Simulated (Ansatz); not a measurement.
CH5BSe, SMILES B[Se]C, a search for lower mean-field states

With Ansatz 0.2.0, Python API.

The cells in order, each with its output:

**Cell 1**
```python
import warnings

import ansatz as az
import numpy as np
```

**Cell 2**
```python
warnings.simplefilter("ignore", az.DeckWarning)

geometry_ang = [
    ("B", [-1.0436, 0.5456, -1.0106]),
    ("Se", [0.4906, -0.6466, -1.1587]),
    ("C", [0.823, -0.4928, 0.7355]),
    ("H", [-0.8715, 1.7663, -1.1524]),
    ("H", [-2.1617, 0.1438, -0.8099]),
    ("H", [1.064, 0.5791, 1.0124]),
    ("H", [1.7693, -1.1094, 1.0045]),
    ("H", [0.0221, -0.8431, 1.3234]),
]
geometry = az.Crystal.molecule()
for symbol, xyz in geometry_ang:
    geometry = geometry.atom(symbol, xyz)
symbols = [site.symbol for site in geometry.cartesian_sites]
```

**Cell 3**
```python
start = np.array([site.position_ang for site in geometry.cartesian_sites])
for factor in [1.0, 1.3]:
    xyz = (start - start.mean(axis=0)) * factor
    scaled = az.Crystal.molecule()
    for symbol, place in zip(symbols, xyz):
        scaled = scaled.atom(symbol, place.tolist())
    model = scaled.calculation()
    model = model.basis(gaussian="def2-SVP")
    model = model.functional("pbe")
    model = model.spin("collinear")
    for search in ("off", "standard"):
        try:
            rep = model.scf(lower_state_search=search).run(threads=1, backend="cpu").report
        except az.AnsatzError as error:
            print(f"x{factor} search {search}: {type(error).__name__}")
            continue
        state = rep["mean_field"]["state"]
        print(f"all distances x{factor}, search {search:8s} E = {rep['free_energy_ev']:.5f} eV  <S^2> = {abs(state['spin_squared']):.3f}  other states met: {len(rep['mean_field']['others'])}")
```
Output:
```text
all distances x1.0, search off      E = -67121.33205 eV  <S^2> = 0.000  other states met: 0
all distances x1.0, search standard E = -67121.33205 eV  <S^2> = 0.000  other states met: 1
all distances x1.3, search off      E = -67114.19751 eV  <S^2> = 0.000  other states met: 0
all distances x1.3, search standard E = -67114.19751 eV  <S^2> = 0.000  other states met: 2
```

Total energies depend on the basis set; only differences at equal settings carry meaning. The count of other states can hold repeated and symmetry-equivalent ends of the search; scaling all distances is a test, and for more than two atoms no physical path. The structure is a rough, unrelaxed start. Wall time of the script: 11 s on 1 thread of Arm Neoverse V2, on a shared host, peak memory 0.21 GiB.
